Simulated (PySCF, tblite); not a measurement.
**Ge₄H₁₀O, a small molecule taken as a stand-in for a surface group: NMR shifts, core binding energies and electronic excitations**

Wanted: the NMR shifts, core binding energies and electronic excitations for `[OH][Ge]([GeH3])([GeH3])[GeH3]`.

Programs: tblite 0.8.0 and PySCF 2.14.0. All values are calculated, for the isolated system unless a continuum is named. Atoms count from 0, parts from 1.

## 1. The system as given

15 atoms, charge 0, multiplicity 1; geometry: distance geometry start.

## 2. Geometry optimisation with GFN2-xTB

What the job is given:

```
{"job": {"kind": "relax", "xc": "GFN2-xTB", "basis": "xTB"}, "charge": 0, "multiplicity": 1}
Ge     0.570502    -1.074006    -0.311574
Ge     1.035682    -1.933791     1.862012
Ge    -1.763026    -0.459090    -0.447510
Ge     1.936700     0.890448    -0.695157
O      0.955660    -2.364891    -1.564408
H     -0.214633    -2.521763     2.476248
H      1.509504    -0.814413     2.805756
H      2.101776    -2.993609     1.803027
H     -2.580428    -1.739201    -0.521279
H     -2.155589     0.323314     0.803735
H     -1.975626     0.397595    -1.662533
H      1.055955     2.040171    -1.103361
H      2.921940     0.570800    -1.788732
H      2.653559     1.237036     0.571456
H      0.360970    -3.117098    -1.781734
```

Method: GFN2-xTB geometry optimisation, gas phase.

Run with:

```sh
$ OMP_NUM_THREADS=1 python cluster_run.py task.json out
```

One launch serves the whole session: the jobs run in the order shown.

**Question.** The jobs that follow are: PBE0-D3(BJ)/def2-SVP geometry optimisation, gas phase; GIAO PBE0/pcSseg-1 NMR shielding, non-relativistic, gas phase; delta-SCF UKS SCAN, pcX-2 on the ionised atom, pcseg-1 elsewhere, spin-free X2C; TDDFT CAM-B3LYP/def2-SVPD, vertical, gas phase, core orbitals frozen in the response. Predict: rotational constants (main isotopes); ¹H shifts against TMS (PBE0/pcSseg-1); ⁷³Ge shifts against GeMe4 (PBE0/pcSseg-1); ¹⁷O shifts against H2O (PBE0/pcSseg-1); O1s binding energies, SCAN/pcX-2; lowest singlet (CAM-B3LYP/def2-SVPD); brightest single state of those computed; lowest triplet; vertical ionisation energy (ΔSCF).

As calculated:

| quantity | value |
| --- | --- |
| rotational constants (main isotopes) | 0.66, 0.65, 0.39 GHz |
| ¹H shifts against TMS (PBE0/pcSseg-1) | 4.01, 4.00, 3.90, 3.89, 3.80, 3.77, 3.65, 3.62, 3.60, -0.90 ppm |
| ⁷³Ge shifts against GeMe4 (PBE0/pcSseg-1) | 30, -308, -314, -314 ppm |
| ¹⁷O shifts against H2O (PBE0/pcSseg-1) | -0.3 ppm |
| O1s binding energies, SCAN/pcX-2 | O4 537.52 eV |
| lowest singlet (CAM-B3LYP/def2-SVPD) | 5.47 eV (227 nm), f = 0.000 |
| brightest single state of those computed | state 4, 6.40 eV, f = 0.444 |
| lowest triplet | 5.05 eV |
| vertical ionisation energy (ΔSCF) | 9.14 eV |

The optimisation took 23 steps and gained 0.382 eV; among the close pairs (by a distance rule), Ge3–H12 changed most, from 1.461 to 1.539 Å (PBE0/def2-SVP). At PBE0/pcSseg-1: The widest tensor belongs to Ge0: span 499 ppm, with a paramagnetic part of -1456 ppm. The lowest singlet, at 5.47 eV, is HOMO→LUMO 0.94 and is dark; of the 6 states computed, the strongest absorption comes from state 4 at 6.40 eV. The lowest triplet lies 0.42 eV below the lowest singlet (triplets in Tamm-Dancoff, singlets in full TDDFT). The orbital energy would give 8.57 eV for ionisation, ΔSCF gives 9.14 eV. Spin-orbit coupling is left out, which matters for shieldings and couplings at and beside the heavy atoms. A capped cluster stands for the solid here, so long-range fields and strain are missing, and bands or shifts of the capping hydrogens have no counterpart in it.
